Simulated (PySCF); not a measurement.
**C₂H₆Cl₂Sn: electronic structure in real space**

Aim: take C₂H₆Cl₂Sn and analyse its density (charges, bond critical points, surface potential), see where an electron leaves and enters and measure its response to a uniform field.

Method: levels as typed in each script, gas phase, geometry from GFN2-xTB; program: PySCF 2.14.0.

## Step 1: The starting structure

SMILES `C[Sn](C)(Cl)Cl`, 11 atoms, charge 0, spin multiplicity 1.

Bond lengths: C1–Sn2 2.214 Å, C1–H6 1.083 Å, C1–H7 1.084 Å, C1–H8 1.079 Å, Sn2–C3 2.215 Å, Sn2–Cl4 2.332 Å, Sn2–Cl5 2.332 Å, C3–H9 1.084 Å, C3–H10 1.087 Å, C3–H11 1.083 Å. Angles: Sn2–C1–H6 109.1°, Sn2–C1–H7 108.0°, Sn2–C1–H8 109.3°, H6–C1–H7 110.0°, H6–C1–H8 110.8°, H7–C1–H8 109.6°, C1–Sn2–C3 120.9°, C1–Sn2–Cl4 107.5°, C1–Sn2–Cl5 107.6°, C3–Sn2–Cl4 107.6°, C3–Sn2–Cl5 107.5°, Cl4–Sn2–Cl5 104.6°, Sn2–C3–H9 108.0°, Sn2–C3–H10 108.8°, Sn2–C3–H11 109.1°, H9–C3–H10 110.7°, H9–C3–H11 110.0°, H10–C3–H11 110.2°.

As a file:

```xyz
11
C2H6Cl2Sn
C    -0.0012   -1.3650   -1.9259
Sn    0.0000   -0.2728    0.0001
C     0.0024   -1.3636    1.9276
Cl   -1.8457    1.1522    0.0008
Cl    1.8451    1.1535   -0.0010
H     0.8886   -1.9797   -1.9848
H    -0.0002   -0.6335   -2.7260
H    -0.8907   -1.9726   -1.9909
H     0.0009   -0.6315    2.7271
H     0.8923   -1.9859    1.9775
H    -0.8871   -1.9788    1.9869
```

## Step 2: Density, bond paths and surface potential (wB97X/def2-tzvp)

The input, input.py:

```python
import numpy as np
from pyscf import gto, scf, dft
from pyscf.scf import atom_ks, atom_hf
from scipy.linalg import block_diag

def solve(mol, dm0=None, hcore=None):
    mf = (dft.UKS if mol.spin else dft.RKS)(mol, xc='wb97x')
    mf.grids.level = 3
    mf = mf.density_fit(auxbasis='def2-universal-jkfit')
    mf.conv_tol, mf.max_cycle = 1e-8, 80
    if hcore is not None:
        mf.get_hcore = lambda *args: hcore
    mf.kernel(dm0)
    if not mf.converged:
        mf = mf.newton().run(mf.mo_coeff, mf.mo_occ, max_cycle=30)
    assert mf.converged, 'SCF not converged'
    return mf

mol = gto.M(atom='''
C     -0.00120    -1.36503    -1.92591
Sn    -0.00002    -0.27285     0.00009
C      0.00235    -1.36359     1.92755
Cl    -1.84572     1.15219     0.00076
Cl     1.84514     1.15346    -0.00101
H      0.88863    -1.97969    -1.98480
H     -0.00022    -0.63351    -2.72597
H     -0.89072    -1.97261    -1.99093
H      0.00087    -0.63147     2.72705
H      0.89228    -1.98586     1.97746
H     -0.88706    -1.97881     1.98689
''', basis='def2-tzvp', ecp={'Sn': 'def2-tzvp'}, charge=0, spin=0, verbose=4)
mf = solve(mol)
mf.analyze()
# spherically averaged free atoms, for the promolecule
atom_ks.AtomSphAverageRKS.init_guess_by_vsap = lambda self, mol=None: self.init_guess_by_minao(mol)  # core potentials
atm = atom_ks.get_atm_nrks(mol, xc='wb97x')
pro = block_diag(*[(atm[a[0]][2] * atm[a[0]][3]) @ atm[a[0]][2].T for a in mol._atom])
np.savez('result.npz', e=mf.e_tot, c=mf.mo_coeff, occ=mf.mo_occ, eps=mf.mo_energy, pro=pro, dip=mf.dip_moment(verbose=0), s2=mf.spin_square()[0])
```

The run is started by

```console
$ OMP_NUM_THREADS=1 python input.py
```

## Step 4: Removing and adding an electron (wB97X/def2-tzvp)

The input, input.py:

```python
import numpy as np
from pyscf import gto, scf, dft
from pyscf.scf import atom_ks, atom_hf
from scipy.linalg import block_diag

def solve(mol, dm0=None, hcore=None):
    mf = (dft.UKS if mol.spin else dft.RKS)(mol, xc='wb97x')
    mf.grids.level = 3
    mf = mf.density_fit(auxbasis='def2-universal-jkfit')
    mf.conv_tol, mf.max_cycle = 1e-8, 80
    if hcore is not None:
        mf.get_hcore = lambda *args: hcore
    mf.kernel(dm0)
    if not mf.converged:
        mf = mf.newton().run(mf.mo_coeff, mf.mo_occ, max_cycle=30)
    assert mf.converged, 'SCF not converged'
    return mf

mol = gto.M(atom='''
C     -0.00120    -1.36503    -1.92591
Sn    -0.00002    -0.27285     0.00009
C      0.00235    -1.36359     1.92755
Cl    -1.84572     1.15219     0.00076
Cl     1.84514     1.15346    -0.00101
H      0.88863    -1.97969    -1.98480
H     -0.00022    -0.63351    -2.72597
H     -0.89072    -1.97261    -1.99093
H      0.00087    -0.63147     2.72705
H      0.89228    -1.98586     1.97746
H     -0.88706    -1.97881     1.98689
''', basis='def2-tzvp', ecp={'Sn': 'def2-tzvp'}, charge=0, spin=0, verbose=4)
mf = solve(mol)
out = dict(e0=mf.e_tot, dm0=mf.make_rdm1(), c=mf.mo_coeff, occ=mf.mo_occ, eps=mf.mo_energy)
for name, dq, spin in [('cation', 1, 1)]:
    ion = mol.copy().set(charge=mol.charge + dq, spin=spin).build()
    mi = solve(ion)
    if spin and dq > 0 and mol.nao < 130:
        c, _, stable, _ = mi.stability(return_status=True)
        if not stable:
            mi = solve(ion, mi.make_rdm1(c, mi.mo_occ))
    print(name, 'vertical energy change / eV', (mi.e_tot - mf.e_tot) * 27.211386)
    out.update({'e_' + name: mi.e_tot, 'dm_' + name: mi.make_rdm1(), 's2_' + name: mi.spin_square()[0], 'eps_' + name: mi.mo_energy, 'occ_' + name: mi.mo_occ})
# spherically averaged free atoms, for the promolecule
atom_ks.AtomSphAverageRKS.init_guess_by_vsap = lambda self, mol=None: self.init_guess_by_minao(mol)  # core potentials
atm = atom_ks.get_atm_nrks(mol, xc='wb97x')
pro = block_diag(*[(atm[a[0]][2] * atm[a[0]][3]) @ atm[a[0]][2].T for a in mol._atom])
np.savez('result.npz', pro=pro, **out)
```

## Step 6: Response to an electric field (wB97X/def2-tzvp)

Changes to input.py since step 4:

```diff
@@ -31,13 +31,10 @@
 ''', basis='def2-tzvp', ecp={'Sn': 'def2-tzvp'}, charge=0, spin=0, verbose=4)
+field = np.array([0.004, 0.0, 0.0])  # atomic units
+mol.set_common_orig(mol.atom_charges() @ mol.atom_coords() / mol.atom_charges().sum())
 mf = solve(mol)
-out = dict(e0=mf.e_tot, dm0=mf.make_rdm1(), c=mf.mo_coeff, occ=mf.mo_occ, eps=mf.mo_energy)
-for name, dq, spin in [('cation', 1, 1)]:
-    ion = mol.copy().set(charge=mol.charge + dq, spin=spin).build()
-    mi = solve(ion)
-    if spin and dq > 0 and mol.nao < 130:
-        c, _, stable, _ = mi.stability(return_status=True)
-        if not stable:
-            mi = solve(ion, mi.make_rdm1(c, mi.mo_occ))
-    print(name, 'vertical energy change / eV', (mi.e_tot - mf.e_tot) * 27.211386)
-    out.update({'e_' + name: mi.e_tot, 'dm_' + name: mi.make_rdm1(), 's2_' + name: mi.spin_square()[0], 'eps_' + name: mi.mo_energy, 'occ_' + name: mi.mo_occ})
+out = dict(dm0=mf.make_rdm1(), d0=mf.dip_moment(unit='AU'), e0=mf.e_tot)
+for name, sign in (('p', 1), ('m', -1)):
+    h = mf.get_hcore() + sign * np.einsum('x,xij->ij', field, mol.intor('int1e_r'))
+    mi = solve(mol, mf.make_rdm1(), h)
+    out.update({'dm' + name: mi.make_rdm1(), 'd' + name: mi.dip_moment(unit='AU'), 'e' + name: mi.e_tot})
 # spherically averaged free atoms, for the promolecule
```

(Steps that only read results are left out.)

**Question.** What will these runs give? Wanted: dipole moment; HOMO, LUMO; vertical ionisation energy; polarisability along the field.

As calculated:

```
                                        quantity            value
                 dipole moment (wB97X/def2-tzvp)           3.78 D
                    HOMO, LUMO (wB97X/def2-tzvp)  -10.49, 0.95 eV
    vertical ionisation energy (wB97X/def2-tzvp)         10.34 eV
polarisability along the field (wB97X/def2-tzvp)       86.4 bohr³
```

What this shows: At wB97X/def2-tzvp: The highest Hirshfeld charge is on Sn2 (+0.58 e), the lowest on Cl4 and Cl5 (−0.22 e). The ionisation energy from two SCF runs, 10.34 eV, lies 0.2 eV below −ε(HOMO) = 10.49 eV of the same level, wB97X/def2-tzvp. The geometry was not optimised at these levels.
